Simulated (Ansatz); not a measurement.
# Ge3Sb4: the cost of one run

Method: DFT PBE, scalar-relativistic, plane waves, PAW, in Ansatz 0.2.0.

### 1 Starting point

It takes space group I4/mmm (No. 139, tetragonal). Conventional cell: a = 6.615 Å, b = 6.615 Å, c = 13.229 Å, α = 90.00°, β = 90.00°, γ = 90.00°. Around Ge (site symmetry -4m2) lie 6 Sb at 3.31 Å. Ge (site symmetry 4/mmm) has 6 Sb at 3.31 Å as nearest neighbours. Sb (site symmetry mmm) is surrounded by 4 Ge at 3.31 Å. Sb (site symmetry 4mm) is surrounded by 5 Ge at 3.31 Å.

Coordinates:

```xyz
7
Lattice="-3.3074 3.3074 6.6147 3.3074 -3.3074 6.6147 3.3074 3.3074 -6.6147" Properties=species:S:1:pos:R:3 pbc="T T T"
Ge    0.0000    3.3074    3.3074
Ge    0.0000    0.0000    0.0000
Ge    3.3074    0.0000    3.3074
Sb    0.0000    3.3074    0.0000
Sb    0.0000    0.0000    9.9221
Sb    3.3074    0.0000    0.0000
Sb    0.0000    0.0000    3.3074
```

The cell is invented: ordered vacancies on the cation sites of rock salt (I4/mmm, No. 139). Its size is a rough estimate.

### 2 Probe: one point on a coarse mesh

File input.yaml:

```yaml
crystal:
  lattice:
    - [-3.30737116, 3.30737116, 6.61474232]
    - [3.30737116, -3.30737116, 6.61474232]
    - [3.30737116, 3.30737116, -6.61474232]
  atoms:
    - { symbol: Ge, position: [0.75, 0.25, 0.5] }
    - { symbol: Ge, position: [0.0, 0.0, 0.0] }
    - { symbol: Ge, position: [0.25, 0.75, 0.5] }
    - { symbol: Sb, position: [0.5, 0.0, 0.5] }
    - { symbol: Sb, position: [0.75, 0.75, 0.0] }
    - { symbol: Sb, position: [0.0, 0.5, 0.5] }
    - { symbol: Sb, position: [0.25, 0.25, 0.0] }
basis:
  ecutwfc: 420
kpoints:
  mp_grid: { grid: [4, 4, 4] }
hamiltonian:
  xc: pbe
scf:
  occupations: { method: gaussian, width: 0.1 }
  lower_state_search: "off"
output:
  forces: true
  stress: true
  eigenvalues: true
```

The run is started by

```sh
ansatz run input.yaml --threads 1 --pin off --max-ram 2560MiB --backend cpu --events-out ev --progress --plain --runs-dir out
```

Q: Estimate wall time and peak memory on 1 thread of Arm Neoverse V2, shared host.

About 12 s, with a peak of 0.63 GiB.
